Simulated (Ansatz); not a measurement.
A nudged elastic band was laid between two geometries of a periodic cell of 63 atoms, AlSi$_{62}$ (host Si, host structure diamond, dopant Al, one Si atom removed), cell charge +2.

These are results of DFT LDA, scalar-relativistic, plane waves, PAW (Ansatz), not measurements. Settings: PAW set soft_1, cutoff 420 eV, k mesh 1x1x1, gaussian smearing 0.02 eV, spin collinear.

```json
{
 "movable images": "5",
 "climbing image": "yes",
 "spring": "5.0 eV/Å²",
 "optimiser": "fire",
 "start path": "IDPP",
 "force threshold": "0.05 eV/Å",
 "iteration limit": "80",
 "end points": "relaxed"
}
```

Initial state:

```xyz
63
Lattice="10.8600 0.0000 0.0000 0.0000 10.8600 0.0000 0.0000 0.0000 10.8600" Properties=species:S:1:pos:R:3
Si 5.421 0.008 0.008
Si 6.782 1.336 1.364
Si 8.120 2.698 0.018
Si 9.531 3.999 1.335
Si 8.152 -0.018 2.713
Si 9.501 1.336 4.083
Si -0.009 -0.001 0.015
Si 1.344 1.362 1.363
Si 2.679 2.751 0.025
Si 4.068 4.085 1.362
Si 5.431 5.438 0.014
Si 6.816 6.776 1.351
Si 8.183 8.106 -0.017
Si 9.514 9.473 1.351
Si 2.733 0.003 2.723
Si 4.066 1.363 4.088
Si 5.426 2.696 2.723
Si 6.792 4.079 4.072
Si 8.183 5.408 2.682
Si 9.514 6.776 4.049
Si 5.428 0.002 5.438
Si 6.777 1.363 6.799
Si 8.142 2.696 5.439
Si 9.503 4.085 6.797
Si 8.142 0.004 8.132
Si 9.503 1.362 9.521
Al 0.183 5.246 -0.178
Si 1.431 6.757 1.333
Si 2.732 8.170 0.016
Si 4.093 9.507 1.365
Si -0.012 2.698 2.746
Si 1.363 4.067 4.075
Si 2.732 5.441 2.745
Si 4.093 6.789 4.082
Si 5.448 8.138 2.714
Si 6.792 9.497 4.073
Si -0.003 0.008 5.445
Si 1.348 1.397 6.832
Si 2.703 2.727 5.452
Si 4.034 4.082 6.831
Si 5.421 5.433 5.444
Si 6.782 6.790 6.772
Si 8.152 8.138 5.418
Si 9.501 9.507 6.773
Si 2.703 0.017 8.163
Si 4.033 1.396 9.518
Si 5.413 2.728 8.164
Si 6.791 4.067 9.503
Si 8.120 5.441 8.133
Si 9.532 6.757 9.434
Si 0.021 8.106 2.681
Si 1.351 9.496 4.072
Si -0.009 5.438 5.434
Si 1.344 6.787 6.797
Si 2.733 8.147 5.439
Si 4.067 9.513 6.798
Si -0.020 2.751 8.186
Si 2.681 5.450 8.184
Si 4.068 6.787 9.520
Si 5.427 8.148 8.132
Si 6.793 9.496 9.515
Si -0.011 8.170 8.134
Si 1.363 9.500 9.503
```

Final state:

Only the atoms that move by more than 0.05 Å are listed.
```
Si4 9.566 4.043 1.294
Al27 1.046 4.384 -1.046
Si28 1.387 6.724 1.294
Si50 9.566 6.724 9.473
```

**Question.** What changes between the two ends?

**Answer.** Contacts lost: Si4–Al27, Al27–Si28, Al27–Si50. Contacts made: Si9–Al27, Al27–Si57, Al27–Si58. The atom that moves furthest is Al27, by 1.50 Å; four of its nearest neighbours are Si28 2.48, Si50 2.48, Si4 2.48, Si57 3.53 Å at the first end and Si58 2.53, Si57 2.53, Si9 2.53, Si28 3.33 Å at the last.

**Question.** Give the energies along the band, and the barrier.

**Answer.** The forces met the threshold. The highest image is number 0 of 0 to 6, 0.000 eV above the first end and 0.003 eV above the last; the last end lies 0.003 eV below the first. The highest image is an end point: on this band no image between the ends rises above it. Inner images lie up to 0.011 eV below the lower end, so the ends aren't the lowest states on this path. Limits of this set-up: coarse k mesh, PAW files made for another functional, charged cell in a uniform background, uncorrected.

| image | path coordinate (Å) | energy (eV) | Si4–Al27 (Å) | Al27–Si28 (Å) | Al27–Si50 (Å) |
| --- | --- | --- | --- | --- | --- |
| 0 | 0.00 | 0.000 | 2.48 | 2.48 | 2.48 |
| 1 | 0.27 | -0.003 | 2.53 | 2.53 | 2.53 |
| 2 | 0.53 | -0.006 | 2.60 | 2.61 | 2.61 |
| 3 | 0.80 | -0.013 | 2.72 | 2.72 | 2.73 |
| 4 | 1.07 | -0.013 | 2.88 | 2.89 | 2.93 |
| 5 | 1.35 | -0.006 | 3.10 | 3.11 | 3.13 |
| 6 | 1.62 | -0.003 | 3.33 | 3.33 | 3.33 |

The band took 17 iterations and of the order of 15 core-minutes.

Time of the run: 5.3 min on 4 threads of Intel(R) Xeon(R) 6975P-C (Granite Rapids), with other jobs on the host, peak memory 4.1 GiB.
